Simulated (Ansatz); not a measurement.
Runs of Ansatz 0.2.0 on GdO. The structure is hexagonal, space group P-6m2 (No. 187). The conventional cell has a = 3.113 Å, b = 3.113 Å, c = 3.038 Å, α = 90.00°, β = 90.00°, γ = 120.00°. Around Gd (site symmetry -6m2) lie 6 O at 2.35 Å. O (site symmetry -6m2) has 6 Gd at 2.35 Å as nearest neighbours. The cell comes from a database or a generator and needn't be the stable form of this composition.

| task | level | spin | U | points for each segment of the path | hubbard projectors | double counting | gap on the mesh (eV) | pressure (GPa) | moment (μB) |
| --- | --- | --- | --- | --- | --- | --- | --- | --- | --- |
| band structure | LDA+U | collinear, ferromagnetic start | Gd f U = 6 eV | 14 | ortho-atomic (the default) | fll (the default) | none | (c) | 7.48 |
| band structure | LDA+U | collinear, ferromagnetic start | Gd f U = 1 eV | 14 | ortho-atomic (the default) | fll (the default) | none | 17.7 | (b) |
| band structure | LDA+U | collinear, ferromagnetic start | Gd f U = 2 eV | 14 | ortho-atomic (the default) | fll (the default) | none | (a) | 7.30 |
| band structure | LDA+U | collinear, ferromagnetic start | Gd f U = 5 eV | 14 | ortho-atomic (the default) | fll (the default) | none | 20.6 | 7.46 |
| single point | PBE | off | - | - | - | - | none | 18.8 | - |
| single point | PBE | collinear, random start | - | - | - | - | none | 31.1 | 7.12 |
| single point | PBE | collinear, ferromagnetic start | - | - | - | - | none | 31.1 | 7.12 |
| band structure | LDA+U | collinear, ferromagnetic start | Gd f U = 8 eV | 14 | ortho-atomic (the default) | fll (the default) | none | 21.9 | 7.50 |
| band structure | LDA+U | collinear, ferromagnetic start | Gd f U = 4 eV | 14 | ortho-atomic (the default) | fll (the default) | none | 20.1 | 7.43 |
| band structure | LDA | collinear, ferromagnetic start | - | 14 | - | - | none | 16.7 | 6.96 |
| band structure | LDA+U | collinear, ferromagnetic start | Gd f U = 3 eV | 14 | ortho-atomic (the default) | fll (the default) | none | 19.4 | 7.38 |

Alike in all rows: potentials or basis Ansatz PAW; cell as given; k mesh 10 × 10 × 9; cutoff (eV) 420; smearing fermi-dirac 0.05 eV.

Question: Fill in the values left out.

Answer: (a) 18.6; (b) 7.13; (c) 21.1.

Caveats: spin-orbit coupling is left out, which moves the levels of the heavy elements (some runs); a cell with one magnetic atom can't hold antiferromagnetic order, which such compounds often take (some runs); the PAW data sets come from PBE, with cores solved anew for the run's functional, which leaves a small shift of forces and pressure (some runs); the magnetic or orbital state may not be the lowest (some runs); without U or exact exchange the open f shell lies at the Fermi level, which spoils levels, moments and volumes (some runs); a pressure of tens of GPa on the cell as given is suspect, and the run, the potentials or the cell itself is likely at fault (some runs).

A k mesh can miss the band edges, and the runs leave out spin-orbit coupling on Gd.

A gap of «none» marks a metal or a gap under the smearing width.
